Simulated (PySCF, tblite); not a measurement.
# C6H10BBrN2: geometry, infrared bands and NMR shifts

Aim: predict the infrared bands and NMR shifts of C6H10BBrN2 (`CC#C[C@H](/C=C/Br)B(N)N`).

Programs: tblite 0.8.0 and PySCF 2.14.0, with density-fitted response routines of our own. Each step states its level of theory. These are calculated values for one molecule in the gas phase, unless marked as measured. Atoms count from 0, in the outputs and in this text.

**1. The starting structure**

20 atoms, charge 0, multiplicity 1; geometry from: force field or distance geometry start.

Bonds of the start (Å): C0–C1 1.48, C1–C2 1.19, C2–C3 1.48, C3–C4 1.51, C4–C5 1.35, C5–Br6 1.91, C3–B7 1.60, B7–N8 1.53, B7–N9 1.53, C0–H10 1.11, C0–H11 1.10, C0–H12 1.11, C3–H13 1.10, C4–H14 1.08, C5–H15 1.07, N8–H16 1.04, N8–H17 1.05, N9–H18 1.04, N9–H19 1.04.

**2. Geometry optimisation with GFN2-xTB**

The job: settings as JSON, then the geometry in Å.

```
{"job": {"kind": "relax", "xc": "GFN2-xTB", "basis": "xTB"}, "charge": 0, "multiplicity": 1}
C      3.446600    -0.521000     1.402600
C      2.183800    -0.182900     0.708700
C      1.167200     0.081000     0.157800
C     -0.096800     0.424300    -0.541000
C     -0.770400     1.578900     0.155400
C     -1.731700     2.285700    -0.467400
Br    -2.566700     3.757600     0.421000
B     -1.045700    -0.860600    -0.520300
N     -1.503100    -1.492300    -1.835700
N     -1.530400    -1.454700     0.801600
H      3.655300     0.255400     2.164100
H      4.261800    -0.560000     0.667200
H      3.332800    -1.504400     1.908900
H      0.155500     0.689500    -1.583500
H     -0.481100     1.866200     1.160600
H     -2.045000     2.036400    -1.460800
H     -0.647800    -1.751900    -2.364800
H     -1.992900    -0.746800    -2.383100
H     -1.231200    -2.452200     0.817000
H     -2.565400    -1.437500     0.788800
```

The run is started by

```
OMP_NUM_THREADS=1 python probes_run.py task.json out
```

One launch serves the whole session: the jobs run in the order shown.

**Question.** This job is followed by: GFN2-xTB harmonic vibrations, gas phase; GIAO PBE0/pcSseg-1 NMR shielding, non-relativistic, gas phase. What will the session give for the following? strongest single infrared mode (GFN2-xTB); zero-point energy (GFN2-xTB); ¹³C shifts against TMS (PBE0/pcSseg-1); ¹H shifts against TMS (PBE0/pcSseg-1, means over atoms taken as alike); ⁷⁹Br shifts against HBr (PBE0/pcSseg-1); ¹¹B shifts against BF3·OEt2 (PBE0/pcSseg-1); ¹⁵N shifts against NH3 (PBE0/pcSseg-1, means over atoms taken as alike).

**Answer**, as computed:

| quantity | value |
| --- | --- |
| strongest single infrared mode (GFN2-xTB) | 494 cm⁻¹, 325 km/mol |
| zero-point energy (GFN2-xTB) | 95.3 kcal/mol |
| ¹³C shifts against TMS (PBE0/pcSseg-1) | 151.2, 121.1, 86.1, 83.5, 29.3, 4.9 ppm |
| ¹H shifts against TMS (PBE0/pcSseg-1, means over atoms taken as alike) | 6.22, 5.86, 2.71, 2.50, 2.04 ppm |
| ⁷⁹Br shifts against HBr (PBE0/pcSseg-1) | 504 ppm |
| ¹¹B shifts against BF3·OEt2 (PBE0/pcSseg-1) | 24.1 ppm |
| ¹⁵N shifts against NH3 (PBE0/pcSseg-1, means over atoms taken as alike) | 67.2 ppm |

**Reading.** Over 249 steps the energy fell by 1.967 eV; of the close pairs, B7–N9 changed most, 1.528 to 1.396 Å. The lowest mode is slightly imaginary (16i cm⁻¹), a soft motion within the noise of the Hessian, so the minimum is not strictly shown. The strongest single mode, at 494 cm⁻¹, is carried by H17, H19, N9. GFN2-xTB is a fitted tight-binding method: band positions and strengths are rough. Its intensities can rank the bands wrongly. C5 stands next to heavy halogen, whose spin-orbit shielding this run leaves out, so the computed shift lies too far downfield, most of all for carbon beside Br or I. At PBE0/pcSseg-1: The largest span, 1299 ppm, is at Br6, where the paramagnetic term is -1004 ppm. Spin-orbit coupling is left out, which matters for shieldings and couplings at and beside the heavy atoms.
